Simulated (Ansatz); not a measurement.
# Li: the cost of one run

Computed with Ansatz 0.2.0 through its Python package. Level of theory: DFT PBE, plane waves, PAW.

## (1) The structure

Li Im-3m: Symmetry: Im-3m, No. 229, cubic system. Conventional cell: a = 3.510 Å, b = 3.510 Å, c = 3.510 Å, α = 90.00°, β = 90.00°, γ = 90.00°. Around Li (site symmetry m-3m) lie 8 Li at 3.04 Å.

LiW Pm-3m: It takes space group Pm-3m (No. 221, cubic). The conventional cell has a = 3.335 Å, b = 3.335 Å, c = 3.335 Å, α = 90.00°, β = 90.00°, γ = 90.00°. Around W (site symmetry m-3m) lie 8 Li at 2.89 Å. Li (site symmetry m-3m) is surrounded by 8 W at 2.89 Å.

W Im-3m: Symmetry: Im-3m, No. 229, cubic system. The conventional cell has a = 3.160 Å, b = 3.160 Å, c = 3.160 Å, α = 90.00°, β = 90.00°, γ = 90.00°. W (site symmetry m-3m) is surrounded by 8 W at 2.74 Å.

No structure file is read: the coordinates are typed or built in the script.

## (2) Script

The input, run_alloy.py:

```python
"""Mixing of Li and W on the bcc lattice, after relaxing cells and atoms."""

from collections import Counter
import warnings

import ansatz as az
import numpy as np


def bcc(a_site, a):
    return (
        az.Lattice.bcc(a)
        .space_group(229)
        .atom(a_site, (0, 0, 0))
        .primitive()
    )

A_FIRST, A_LAST = 3.51, 3.16


def compute(name, crystal):
    calc = (
        crystal.calculation()
        .basis(520)
        .kpoints(spacing=0.16)
        .occupations("fermi_dirac", width=0.1)
        .band_table()
    )
    calc = calc.relax(force_tolerance=0.01, max_steps=40, cell=True)
    return calc.run()

def relaxed_twice(name, crystal):
    # the second pass draws mesh and plane waves anew for the relaxed cell
    first = compute(name, crystal)
    again = az.Crystal(lattice=az.Lattice.of(first.lattice.cell_ang))
    for site in first.report["lattice"]["sites"]:
        again = again.atom(site["symbol"], site["position_frac"])
    return compute(name, again)


def volume_per_atom(outcome):
    return abs(np.linalg.det(outcome.lattice.cell_ang)) / len(outcome.lattice.sites)


def counts(outcome):
    return Counter(site.symbol for site in outcome.lattice.sites)

warnings.simplefilter("ignore", az.DeckWarning)

# swap the mixed sites of the conventional cell one by one
phases = {}
for k in range(2 + 1):
    a = A_FIRST + (A_LAST - A_FIRST) * k / 2
    cell = bcc("Li", a).conventional().resolved()
    sites = [site.position for site in cell.sites if site.symbol == "Li"]
    for position in sites[:k]:
        cell = cell.substitution("W", at=position, replaces="Li")
    phases[f"Li{2 - k}W{k}"] = cell.resolved()

done = {name: relaxed_twice(name, crystal) for name, crystal in phases.items()}

# x is the share of the second element on the mixed sites; both end members stand on this same lattice
x = {name: counts(o)["W"] / (counts(o)["Li"] + counts(o)["W"]) for name, o in done.items()}
first, last = min(x, key=x.get), max(x, key=x.get)
energy = {name: o.report["energy_sigma0_ev"] / len(o.lattice.sites) for name, o in done.items()}
volume = {name: volume_per_atom(o) for name, o in done.items()}
rows = []
for name in sorted(done, key=x.get):
    line = lambda table: (1 - x[name]) * table[first] + x[name] * table[last]
    rows.append((name, x[name], 1000 * (energy[name] - line(energy)), volume[name], 100 * (volume[name] / line(volume) - 1)))
print("      cell        x(W)  E_mix (meV/atom)  V (A^3/atom)  excess V (%)")
for row in rows:
    print(f"{str(row[0]):>10}  {row[1]:10.3f}  {row[2]:+16.1f}  {row[3]:12.3f}  {row[4]:+12.2f}")
```

## (3) The input behind the calls

The engine receives this input (first run):

```yaml
crystal:
  lattice:
    - [3.51, 0.0, 0.0]
    - [2.1492551325036047e-16, 3.51, 0.0]
    - [2.1492551325036047e-16, 2.1492551325036047e-16, 3.51]
  atoms:
    - { symbol: Li, position: [0.0, 0.0, 0.0] }
    - { symbol: Li, position: [0.5, 0.5, 0.5] }
basis:
  ecutwfc: 520.0
kpoints:
  mp_grid:
    kspacing: 0.16
scf:
  occupations:
    method: fermi_dirac
    width: 0.1
relax:
  f_tol: 0.01
  max_steps: 40
  cell: {}
output:
  eigenvalues: true
```

## (4) Running it

Started as:

```sh
python run_alloy.py
```

**Question.** How long does this script take on 1 thread of AMD EPYC 9R45 (Zen 5), shared host, and how much memory does it need?

About 21 s, with a peak of 0.49 GiB.
